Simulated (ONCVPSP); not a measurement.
**Cl: generating and testing an ONCV potential**

Aim: build the potential from the settings below, then test how well it stands in for the atom: other configurations, scattering, ghost states and the plane-wave cutoff that it needs.

The numbers are computed with ONCVPSP 4.0.1 (PBE, scalar-relativistic, spin-unpolarised reference atom).

## 1. Settings

The settings as typed:

```json
{
 "element": "chlorine (Cl, Z = 17)",
 "type": "optimised norm-conserving Vanderbilt (ONCV)",
 "frozen core": "[Ne]",
 "valence charge": "7",
 "reference configuration": "3s2 3p5",
 "partial waves": "3s: rc 1.05 bohr, ncon 4, nbas 8, qcut 7.3 1/bohr, 1 projector; 3p: rc 1.20 bohr, ncon 3, nbas 8, qcut 7.9 1/bohr, 2 projectors, debl 1.5 Ha; d scattering state at 0.05 Ha: rc 0.90 bohr, ncon 3, nbas 7, qcut 10.8 1/bohr, 1 projector",
 "local potential": "polynomial inside 0.90 bohr (lpopt 5, dvloc0 0 Ha)",
 "core correction": "not asked for"
}
```

An earlier all-electron run gives the scale for the radii.

All-electron outer shells of the reference configuration (PBE, scalar-relativistic, ld1.x):

```json
{"shell": "2s", "level (eV)": "-252.70", "outermost node (bohr)": "0.12", "outermost maximum (bohr)": "0.36"}
{"shell": "2p", "level (eV)": "-191.63", "outermost node (bohr)": "–", "outermost maximum (bohr)": "0.30"}
{"shell": "3s", "level (eV)": "-20.69", "outermost node (bohr)": "0.55", "outermost maximum (bohr)": "1.29"}
{"shell": "3p", "level (eV)": "-8.59", "outermost node (bohr)": "0.53", "outermost maximum (bohr)": "1.43"}
```

## 2. Generating the potential

Cl.dat

```
# ATOM AND REFERENCE CONFIGURATION
# atsym  z   nc   nv     iexc    psfile
  Cl 17.00    3    2        4      upf
#
#   n    l    f
    1    0    2.00
    2    0    2.00
    2    1    6.00
    3    0    2.00
    3    1    5.00
#
# PSEUDOPOTENTIAL AND OPTIMIZATION
# lmax
    2
#
#   l,   rc,      ep,       ncon, nbas, qcut
    0    1.05    0.00    4    8    7.30
    1    1.20    0.00    3    8    7.90
    2    0.90    0.05    3    7   10.80
#
# LOCAL POTENTIAL
# lloc, lpopt,  rc(5),   dvloc0
    4    5    0.90    0.00
#
# VANDERBILT-KLEINMAN-BYLANDER PROJECTORs
# l, nproj, debl
    0    1    0.40
    1    2    1.50
    2    1    3.80
#
# MODEL CORE CHARGE
# icmod, fcfact, rcfact
    0    0.00    0.00
#
# LOG DERIVATIVE ANALYSIS
# epsh1, epsh2, depsh
   -2.00    5.00    0.02
#
# OUTPUT GRID
# rlmax, drl
    6.00    0.01
#
# TEST CONFIGURATIONS
# ncnf
    4
# nvcnf
#   n    l    f
    2
    3    0    2.00
    3    1    4.00
#
    2
    3    0    2.00
    3    1    3.00
#
    2
    3    0    2.00
    3    1    2.00
#
    2
    3    0    2.00
    3    1    1.00
#
```

Run with:

```
$ oncvpsp.x < Cl.dat > Cl.out
```

Q: Predict the outcome of this session. Wanted: cutoffs for 1 and 0.1 mHa per electron, occupied waves; bound ghosts; GHOST(+) flags; largest test error; largest phase difference near zero energy, channels read.

**Answer**, as computed:

```
                                                quantity                 value
  cutoffs for 1 and 0.1 mHa per electron, occupied waves      47 Ha and 152 Ha
                                            bound ghosts        s at -48.00 eV
                                          GHOST(+) flags    none at low energy
                            largest test error (AE − PS)  +25 meV, for 3s2 3p1
largest phase difference near zero energy, channels read             0.019 rad
```

A bound ghost (s) makes it unfit for use: electrons can fall into a state that the atom doesn't have. The worst unpolarised test, 3s2 3p1, is off by 25 meV on 129.9 eV; by total energies transferability rates as good. Atomic tests can pass in spite of a ghost, since they solve only for the levels asked. By its cutoff, 47 Ha for the looser tolerance, it is hard. The tighter tolerance needs 152 Ha, and converged work needs a cutoff nearer that. At the looser tolerance the 3s wave is the slowest; 3p needs 13 Ha. Near zero energy the phases of the channels with partial waves agree within 0.019 rad. The pseudo curves have a pole with no partner nearby in the atom's: s at -1.74 Ha.
